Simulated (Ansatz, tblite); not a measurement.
# GeMe2 (C2H6Ge): rung by rung

How do method and basis change the picture of GeMe2 (C2H6Ge) (singlet)?

The runs use Ansatz 0.2.0, Gaussian basis; as each input shows.

The runs, in order: GFN1-xTB, GFN2-xTB, PBE-D4/def2-TZVP, r2SCAN-D4/def2-TZVP, r2SCAN0-D4/def2-TZVP, LC-ωPBE/def2-TZVP, BLYP-D4/def2-TZVP, PBE-D4/def2-SVP, PBE0-D4/def2-SVP, CCSD(T)/def2-TZVP, RPA/def2-TZVP.

2 further runs of the same task are left out: 2 set aside as unsound or not needed.

## Step 1: The relaxed structure

The geometry is that of the singlet, from an earlier relaxation (B3LYP-D4/def2-TZVP).

9 atoms, charge 0, spin multiplicity 1.

Bond lengths: C1–Ge3 2.013 Å, C1–H4 1.095 Å, C1–H5 1.095 Å, C1–H6 1.090 Å, C2–Ge3 2.013 Å, C2–H7 1.095 Å, C2–H8 1.094 Å, C2–H9 1.090 Å. Angles: Ge3–C1–H4 109.2°, Ge3–C1–H5 110.0°, Ge3–C1–H6 112.6°, H4–C1–H5 107.0°, H4–C1–H6 108.9°, H5–C1–H6 109.1°, Ge3–C2–H7 109.0°, Ge3–C2–H8 110.1°, Ge3–C2–H9 112.6°, H7–C2–H8 107.0°, H7–C2–H9 108.8°, H8–C2–H9 109.2°, C1–Ge3–C2 95.3°.

PBE0-D4/def2-TZVP was run before; its log isn't repeated, and its numbers join the tables.

## Step 2: GFN1-xTB

Tight binding, by tblite at 300 K electronic temperature and without a spin-polarisation term:

```python
tblite.interface.Calculator('GFN1-xTB', numbers, positions, charge=0, uhf=0).singlepoint()
```

Energy -246.9275 eV, HOMO -10.16 eV, LUMO -8.04 eV; 0.003 s.

## Step 3: GFN2-xTB

Tight binding, by tblite at 300 K electronic temperature and without a spin-polarisation term:

```python
tblite.interface.Calculator('GFN2-xTB', numbers, positions, charge=0, uhf=0).singlepoint()
```

Energy -251.5160 eV, HOMO -9.56 eV, LUMO -6.75 eV; 0.002 s.

## Step 4: PBE-D4/def2-TZVP

start.molden holds the orbitals of an earlier run on this state, given as this run's starting guess.

The input, in.yaml:

```yaml
crystal:
  periodic: [false, false, false]
  atoms:
    - {symbol: C, position_ang: [1.487883, -0.013001, -0.032574]}
    - {symbol: C, position_ang: [-1.487773, 0.012034, -0.034261]}
    - {symbol: Ge, position_ang: [0.000922, 0.010332, -1.389161]}
    - {symbol: H, position_ang: [1.409717, -0.923096, 0.571614]}
    - {symbol: H, position_ang: [1.382435, 0.834601, 0.652023]}
    - {symbol: H, position_ang: [2.474991, 0.020812, -0.492540]}
    - {symbol: H, position_ang: [-1.416702, 0.920981, 0.572825]}
    - {symbol: H, position_ang: [-1.377447, -0.836792, 0.647790]}
    - {symbol: H, position_ang: [-2.474037, -0.025861, -0.495716]}
basis:
  gaussian: {orbitals: def2-TZVP, initial_orbitals: start.molden}
hamiltonian: {xc: pbe, dispersion: d4}
scf: {omitted_lower_state_checks: [starts]}
output: {forces: true, orbitals: {seedname: orbitals}}
```

On the command line:

```bash
$ ansatz run in.yaml --threads 2 --pin off --events-out ev --progress --plain --max-ram 4352MiB
```

Log, cut to the lines that bear on the results:

```text
Functional definition: PBE
  name "PBE"
  cite "Perdew, Burke & Ernzerhof, Phys. Rev. Lett. 77, 3865 (1996) doi:10.1103/PhysRevLett.77.3865"
  parent pbe
[...]
982 factors; their error is unknown
[...]
mean field -58678.36401951 eV, -2156.3901040932 hartree, gradient 2.2e-5 eV, S^2 0.000000; 0 other end points of the search recorded, 0 dependent functions left out
[...]
reference -58678.36405765 eV, -2156.3901054950 hartree; 25, 25 occupied and 121, 121 virtual orbitals, 982 factors
Total energy: -58678.51713384 eV, -2156.3957309412 hartree
Atom 0 at     1.487883    -0.013001    -0.032574 Å, force    -0.153568     0.014370    -0.190589 eV/Å
Atom 1 at    -1.487773     0.012034    -0.034261 Å, force     0.154612    -0.012467    -0.190262 eV/Å
Atom 2 at     0.000922     0.010332    -1.389161 Å, force    -0.000185    -0.000027    -0.038401 eV/Å
Atom 3 at     1.409717    -0.923096     0.571614 Å, force    -0.029051    -0.208234     0.151016 eV/Å
Atom 4 at     1.382435     0.834601     0.652023 Å, force    -0.036255     0.188683     0.172241 eV/Å
Atom 5 at     2.474991     0.020812    -0.492540 Å, force     0.230302     0.006012    -0.113454 eV/Å
Atom 6 at    -1.416702     0.920981     0.572825 Å, force     0.027131     0.207500     0.151474 eV/Å
Atom 7 at    -1.377447    -0.836792     0.647790 Å, force     0.037274    -0.189391     0.171881 eV/Å
Atom 8 at    -2.474037    -0.025861    -0.495716 Å, force    -0.230261    -0.006446    -0.113905 eV/Å
Dipole moment:    -0.000114    -0.001088     0.157426 e Å
Checks for a lower state left out: starts
```

It took 2.1 s on 2 threads of Arm Neoverse V2, shared host.

Report: HOMO -5.05 eV, LUMO -3.05 eV.

## Step 5: r2SCAN-D4/def2-TZVP

in.yaml, as its differences from that of step 4:

```diff
@@ -14,4 +14,4 @@
   gaussian: {orbitals: def2-TZVP, initial_orbitals: start.molden}
-hamiltonian: {xc: pbe, dispersion: d4}
+hamiltonian: {xc: r2scan, dispersion: d4}
 scf: {omitted_lower_state_checks: [starts]}
-output: {forces: true, orbitals: {seedname: orbitals}}
+output: {orbitals: {seedname: orbitals}}
```

Same command.

Log:

```text
Functional definition: r2SCAN
  name "r2SCAN"
  cite "Furness, Kaplan, Ning, Perdew & Sun, J. Phys. Chem. Lett. 11, 8208 (2020) doi:10.1021/acs.jpclett.0c02405"
  cite "Furness, Kaplan, Ning, Perdew & Sun, J. Phys. Chem. Lett. 11, 9248 (2020) doi:10.1021/acs.jpclett.0c03077"
  parent r2scan
  parameter k0 = 0.174
  parameter k1 = 0.065
  parameter a1 = 4.9479
  exchange = r2scan_x(k0 = k0, k1 = k1, a1 = a1)
  correlation = r2scan_c
these checks for a lower state are left out or cut short: starts
982 factors; their error is unknown
mean field evaluation 1: about -58688.3548 eV, gradient 6.2e0 eV
mean field evaluation 2: about -58688.3893 eV, gradient 4.7e-2 eV
mean field evaluation 4: about -58688.3695 eV, gradient 1.7e-4 eV
mean field -58688.36949239 eV, -2156.7577984399 hartree, gradient 1.3e-5 eV, S^2 0.000000; 0 other end points of the search recorded, 0 dependent functions left out
reference -58688.36950283 eV, -2156.7577988233 hartree; 25, 25 occupied and 121, 121 virtual orbitals, 982 factors
Total energy: -58688.40498442 eV, -2156.7591027478 hartree
Checks for a lower state left out: starts
```

It took 3.9 s on 2 threads of Arm Neoverse V2, shared host.

From the report: HOMO -5.27 eV, LUMO -2.93 eV.

## Step 6: r2SCAN0-D4/def2-TZVP

in.yaml, as its differences from that of step 5:

```diff
@@ -14,3 +14,3 @@
   gaussian: {orbitals: def2-TZVP, initial_orbitals: start.molden}
-hamiltonian: {xc: r2scan, dispersion: d4}
+hamiltonian: {xc: {name: r2SCAN0}, dispersion: d4}
 scf: {omitted_lower_state_checks: [starts]}
```

The command is unchanged.

Log, cut to the lines that bear on the results:

```text
Functional definition: r2SCAN0
  name "r2SCAN0"
  cite "Bursch, Neugebauer, Ehlert & Grimme, J. Chem. Phys. 156, 134105 (2022) doi:10.1063/5.0086040"
  cite "Furness, Kaplan, Ning, Perdew & Sun, J. Phys. Chem. Lett. 11, 8208 (2020) doi:10.1021/acs.jpclett.0c02405"
  cite "Furness, Kaplan, Ning, Perdew & Sun, J. Phys. Chem. Lett. 11, 9248 (2020) doi:10.1021/acs.jpclett.0c03077"
  parent r2scan
[...]
1025 factors; their error is unknown
[...]
mean field -58687.67231281 eV, -2156.7321775627 hartree, gradient 2.0e-5 eV, S^2 0.000000; 0 other end points of the search recorded, 0 dependent functions left out
reference -58687.67232113 eV, -2156.7321778684 hartree; 25, 25 occupied and 121, 121 virtual orbitals, 1025 factors
Total energy: -58687.71425270 eV, -2156.7337188253 hartree
Checks for a lower state left out: starts
```

It took 4.2 s on 2 threads of Arm Neoverse V2, shared host.

Report: HOMO -6.21 eV, LUMO -2.15 eV.

## Step 7: LC-ωPBE/def2-TZVP

in.yaml, as its differences from that of step 6:

```diff
@@ -14,3 +14,3 @@
   gaussian: {orbitals: def2-TZVP, initial_orbitals: start.molden}
-hamiltonian: {xc: {name: r2SCAN0}, dispersion: d4}
+hamiltonian: {xc: {name: LC-wPBE}}
 scf: {omitted_lower_state_checks: [starts]}
```

Same command.

Log, cut to the lines that bear on the results:

```text
Functional definition: LC-wPBE
  name "LC-wPBE"
  cite "Vydrov & Scuseria, J. Chem. Phys. 125, 234109 (2006) doi:10.1063/1.2409292"
  cite "Heyd & Scuseria, J. Chem. Phys. 120, 7274 (2004) doi:10.1063/1.1668634"
  cite "Ernzerhof & Perdew, J. Chem. Phys. 109, 3313 (1998) doi:10.1063/1.476928"
  cite "Perdew, Burke & Ernzerhof, Phys. Rev. Lett. 77, 3865 (1996) doi:10.1103/PhysRevLett.77.3865"
  parent pbe
[...]
982 factors; their error is unknown
321 factors; integrals over basis functions are off by at most 1.4e-5 eV
[...]
mean field -58681.19043240 eV, -2156.4939728511 hartree, gradient 1.4e-5 eV, S^2 0.000000; 0 other end points of the search recorded, 0 dependent functions left out
reference -58681.19043240 eV, -2156.4939728513 hartree; 25, 25 occupied and 121, 121 virtual orbitals, 982 factors
Total energy: -58681.19043240 eV, -2156.4939728513 hartree
Checks for a lower state left out: starts
```

It took 2.3 s on 2 threads of Arm Neoverse V2, shared host.

HOMO -8.57 eV, LUMO 0.03 eV.

## Step 8: BLYP-D4/def2-TZVP

in.yaml, as its differences from that of step 7:

```diff
@@ -14,3 +14,3 @@
   gaussian: {orbitals: def2-TZVP, initial_orbitals: start.molden}
-hamiltonian: {xc: {name: LC-wPBE}}
+hamiltonian: {xc: {name: BLYP}, dispersion: d4}
 scf: {omitted_lower_state_checks: [starts]}
```

Launched as before.

Log:

```text
Functional definition: BLYP
  name "BLYP"
  cite "Becke, Phys. Rev. A 38, 3098 (1988) doi:10.1103/PhysRevA.38.3098"
  cite "Lee, Yang & Parr, Phys. Rev. B 37, 785 (1988) doi:10.1103/PhysRevB.37.785"
  parameter beta = 0.0042
  parameter a = 0.04918
  parameter b = 0.132
  parameter c = 0.2533
  parameter d = 0.349
  exchange = b88_x(beta = beta)
  correlation = lyp_c(a = a, b = b, c = c, d = d)
these checks for a lower state are left out or cut short: starts
982 factors; their error is unknown
mean field evaluation 1: about -58690.2581 eV, gradient 1.3e1 eV
mean field evaluation 2: about -58690.4532 eV, gradient 1.8e-1 eV
mean field evaluation 4: about -58690.4270 eV, gradient 3.7e-4 eV
mean field -58690.42696587 eV, -2156.8334091956 hartree, gradient 2.4e-5 eV, S^2 0.000000; 0 other end points of the search recorded, 0 dependent functions left out
reference -58690.42731152 eV, -2156.8334218979 hartree; 25, 25 occupied and 121, 121 virtual orbitals, 982 factors
Total energy: -58690.76944356 eV, -2156.8459950186 hartree
Checks for a lower state left out: starts
```

It took 1.7 s on 2 threads of Arm Neoverse V2, shared host.

From the report: HOMO -4.94 eV, LUMO -2.98 eV.

## Step 9: PBE-D4/def2-SVP

in.yaml, as its differences from that of step 8:

```diff
@@ -13,4 +13,4 @@
 basis:
-  gaussian: {orbitals: def2-TZVP, initial_orbitals: start.molden}
-hamiltonian: {xc: {name: BLYP}, dispersion: d4}
+  gaussian: {orbitals: def2-SVP, initial_orbitals: start.molden}
+hamiltonian: {xc: pbe, dispersion: d4}
 scf: {omitted_lower_state_checks: [starts]}
```

Same command.

Log:

```text
Functional definition: PBE
  name "PBE"
  cite "Perdew, Burke & Ernzerhof, Phys. Rev. Lett. 77, 3865 (1996) doi:10.1103/PhysRevLett.77.3865"
  parent pbe
  parameter kappa = 0.804
  parameter beta = 0.06672455060314922
  exchange = pbe_x(kappa = kappa, mu = beta*pi^2/3)
  correlation = pbe_c(beta = beta)
these checks for a lower state are left out or cut short: starts
1015 factors; their error is unknown
mean field evaluation 1: about -58668.6649 eV, gradient 7.7e0 eV
mean field evaluation 2: about -58668.7969 eV, gradient 1.1e-1 eV
mean field evaluation 4: about -58668.7459 eV, gradient 1.1e-4 eV
mean field -58668.74586386 eV, -2156.0366433925 hartree, gradient 9.3e-6 eV, S^2 0.000000; 0 other end points of the search recorded, 0 dependent functions left out
reference -58668.74589523 eV, -2156.0366445456 hartree; 25, 25 occupied and 65, 65 virtual orbitals, 1015 factors
Total energy: -58668.89897142 eV, -2156.0422699917 hartree
Checks for a lower state left out: starts
```

Run time: 1.1 s. Hardware: 2 threads of Arm Neoverse V2, shared host.

HOMO -4.98 eV, LUMO -3.00 eV.

## Step 10: PBE0-D4/def2-SVP

in.yaml, as its differences from that of step 9:

```diff
@@ -14,3 +14,3 @@
   gaussian: {orbitals: def2-SVP, initial_orbitals: start.molden}
-hamiltonian: {xc: pbe, dispersion: d4}
+hamiltonian: {xc: pbe0, dispersion: d4}
 scf: {omitted_lower_state_checks: [starts]}
```

The command is unchanged.

Log:

```text
Functional definition: PBE0
  name "PBE0"
  cite "Adamo & Barone, J. Chem. Phys. 110, 6158 (1999) doi:10.1063/1.478522"
  cite "Perdew, Burke & Ernzerhof, Phys. Rev. Lett. 77, 3865 (1996) doi:10.1103/PhysRevLett.77.3865"
  parent pbe
  parameter a = 0.25
  parameter kappa = 0.804
  parameter beta = 0.06672455060314922
  exchange = (1 - a)*pbe_x(kappa = kappa, mu = beta*pi^2/3) + a*exact_x
  correlation = pbe_c(beta = beta)
these checks for a lower state are left out or cut short: starts
922 factors; integrals over basis functions are off by at most 1.5e-3 eV
mean field evaluation 1: about -58670.5794 eV, gradient 4.7e0 eV
mean field evaluation 2: about -58670.6348 eV, gradient 4.4e-2 eV
mean field evaluation 4: about -58670.7124 eV, gradient 4.9e-4 eV
mean field -58670.71243975 eV, -2156.1089137234 hartree, gradient 2.3e-5 eV, S^2 0.000000; 0 other end points of the search recorded, 0 dependent functions left out
reference -58670.71246412 eV, -2156.1089146193 hartree; 25, 25 occupied and 65, 65 virtual orbitals, 922 factors
Total energy: -58670.84037374 eV, -2156.1136152111 hartree
Checks for a lower state left out: starts
```

Run time: 1.4 s. Hardware: 2 threads of Arm Neoverse V2, shared host.

From the report: HOMO -6.02 eV, LUMO -2.18 eV.

## Step 11: CCSD(T)/def2-TZVP

in.yaml, as its differences from that of step 10:

```diff
@@ -13,4 +13,4 @@
 basis:
-  gaussian: {orbitals: def2-SVP, initial_orbitals: start.molden}
-hamiltonian: {xc: pbe0, dispersion: d4}
+  gaussian: {orbitals: def2-TZVP, initial_orbitals: start.molden}
+correlation: {method: ccsd_t}
 scf: {omitted_lower_state_checks: [starts]}
```

The command is unchanged.

Log, cut to the lines that bear on the results:

```text
Functional definition: HF
  name "HF"
  cite "Fock, Z. Phys. 61, 126 (1930) doi:10.1007/BF01340294"
  parent pbe
[...]
1019 factors; integrals over basis functions are off by at most 1.1e-3 eV
[...]
mean field -58629.43659363 eV, -2154.5920543565 hartree, gradient 2.8e-6 eV, S^2 0.000000; 0 other end points of the search recorded, 0 dependent functions left out; unrestricted orbitals would lower it
11 core orbitals not correlated: weight in the atoms' cores, before any rotation towards them, 1.000 or more for the frozen orbitals, at most 0.000 for the correlated occupied ones
reference -58629.43659363 eV, -2154.5920543565 hartree; 14, 14 occupied and 121, 121 virtual orbitals, 1019 factors
second order -15.74976550 eV of doubles, -0.00000000 eV of singles
cycle   1  -16.14987811 eV  change   -4.0e-1 eV  update   9.2e-2
[...]
cycle   9  -16.70069799 eV  change    4.9e-6 eV  update   1.0e-5
perturbative correction -0.63442368 eV, -0.0233146401 hartree
Total energy: -58646.77171530 eV, -2155.2291083276 hartree
Checks for a lower state left out: starts
```

It took 27 s on 2 threads of Arm Neoverse V2, shared host; peak memory 0.98 GiB.

Report: Hartree-Fock HOMO -8.29 eV, LUMO 1.00 eV; T1 0.011. Doubts: restricted state is unstable towards broken spin symmetry.

## Step 12: RPA/def2-TZVP

in.yaml, as its differences from that of step 11:

```diff
@@ -14,4 +14,4 @@
   gaussian: {orbitals: def2-TZVP, initial_orbitals: start.molden}
-correlation: {method: ccsd_t}
+hamiltonian: {xc: pbe}
+correlation: {method: rpa}
 scf: {omitted_lower_state_checks: [starts]}
-output: {orbitals: {seedname: orbitals}}
```

Same command.

Log, cut to the lines that bear on the results:

```text
Functional definition: PBE
  name "PBE"
  cite "Perdew, Burke & Ernzerhof, Phys. Rev. Lett. 77, 3865 (1996) doi:10.1103/PhysRevLett.77.3865"
  parent pbe
[...]
1019 factors; integrals over basis functions are off by at most 1.1e-3 eV
[...]
mean field -58678.36395381 eV, -2156.3901016790 hartree, gradient 2.7e-6 eV, S^2 0.000000; 0 other end points of the search recorded, 0 dependent functions left out
11 core orbitals not correlated: weight in the atoms' cores, before any rotation towards them, 1.000 or more for the frozen orbitals, at most 0.000 for the correlated occupied ones
reference -58628.27250997 eV, -2154.5492750709 hartree; 14, 14 occupied and 121, 121 virtual orbitals, 1019 factors
Total energy: -58654.32393722 eV, -2155.5066473641 hartree
Checks for a lower state left out: starts
```

Wall time 3.4 s (2 threads of Arm Neoverse V2, shared host).

## Step 13: Levels side by side

| level | functions | HOMO (eV) | LUMO (eV) | gap (eV) | time |
| --- | --- | --- | --- | --- | --- |
| PBE-D4/def2-SVP | 90 | -4.98 | -3.00 | 1.98 | 1.1 s |
| PBE-D4/def2-TZVP | 146 | -5.05 | -3.05 | 2.00 | 2.1 s |
| BLYP-D4/def2-TZVP | 146 | -4.94 | -2.98 | 1.96 | 1.7 s |
| r2SCAN-D4/def2-TZVP | 146 | -5.27 | -2.93 | 2.34 | 3.9 s |
| PBE0-D4/def2-SVP | 90 | -6.02 | -2.18 | 3.84 | 1.4 s |
| PBE0-D4/def2-TZVP | 146 | -6.06 | -2.20 | 3.86 | 2.5 s |
| r2SCAN0-D4/def2-TZVP | 146 | -6.21 | -2.15 | 4.06 | 4.2 s |
| LC-ωPBE/def2-TZVP | 146 | -8.57 | 0.03 | 8.61 | 2.3 s |

Energy pieces by basis (eV):

| basis | HF | MP2 correlation | CCSD correlation | (T) | total |
| --- | --- | --- | --- | --- | --- |
| def2-TZVP | -58629.4366 | -15.7498 | -16.7007 | -0.6344 | -58646.7717 |

## Step 14: Binding energy

Free atoms were run apart at each level; binding is atoms less cluster, divided by the number of atoms, without zero-point or spin-orbit terms.

Differences are taken before rounding.

| method | binding an atom (eV) | from CCSD(T)/def2-TZVP (eV) | time |
| --- | --- | --- | --- |
| HF/def2-TZVP | 2.683 | -0.801 |  |
| PBE-D4/def2-SVP | 3.649 | +0.166 | 1.1 s |
| PBE-D4/def2-TZVP | 3.641 | +0.158 | 2.1 s |
| BLYP-D4/def2-TZVP | 3.585 | +0.102 | 1.7 s |
| r2SCAN-D4/def2-TZVP | 3.599 | +0.116 | 3.9 s |
| PBE0-D4/def2-SVP | 3.614 | +0.131 | 1.4 s |
| PBE0-D4/def2-TZVP | 3.600 | +0.117 | 2.5 s |
| r2SCAN0-D4/def2-TZVP | 3.565 | +0.082 | 4.2 s |
| LC-ωPBE/def2-TZVP | 3.566 | +0.083 | 2.3 s |
| MP2/def2-TZVP | 3.482 | -0.001 |  |
| CCSD/def2-TZVP | 3.444 | -0.039 |  |
| CCSD(T)/def2-TZVP | 3.483 | 0 | 27 s |

Among the levels timed on like hardware and quicker than the yardstick, those that no quicker one beats, quickest first: PBE-D4/def2-SVP (1.1 s, +0.166 eV); PBE0-D4/def2-SVP (1.4 s, +0.131 eV); BLYP-D4/def2-TZVP (1.7 s, +0.102 eV); LC-ωPBE/def2-TZVP (2.3 s, +0.083 eV); r2SCAN0-D4/def2-TZVP (4.2 s, +0.082 eV).

## Step 15: Summary of results

| quantity | value |
| --- | --- |
| gap in def2-TZVP, named functionals, smallest and largest | 1.96 eV (BLYP-D4), 8.61 eV (LC-ωPBE) |
| correlation energy, CCSD(T)/def2-TZVP | -17.34 eV |
| binding an atom, CCSD(T)/def2-TZVP | 3.483 eV |
| PBE0 total energy, smallest basis above largest | 9.50 eV (def2-SVP, def2-TZVP) |

What this shows: Over the named functionals in def2-TZVP the gap runs from 1.96 eV (BLYP-D4) to 8.61 eV (LC-ωPBE); exact exchange widens it. The functionals in def2-TZVP miss CCSD(T)/def2-TZVP by +0.082 (r2SCAN0-D4) to +0.158 eV (PBE-D4) an atom. CCSD(T)/def2-TZVP isn't at the basis-set limit; small misses against it rank nothing.

For cost: r2SCAN0-D4/def2-TZVP gets within 0.082 eV in 4.2 s, where CCSD(T)/def2-TZVP took 27 s; the quickest level in the cost chart, PBE-D4/def2-SVP, takes 1.1 s and misses by 0.166 eV. The slowest run with a step of its own, CCSD(T)/def2-TZVP, took 27 s; the quickest functional in def2-TZVP took 1.7 s (shared host).
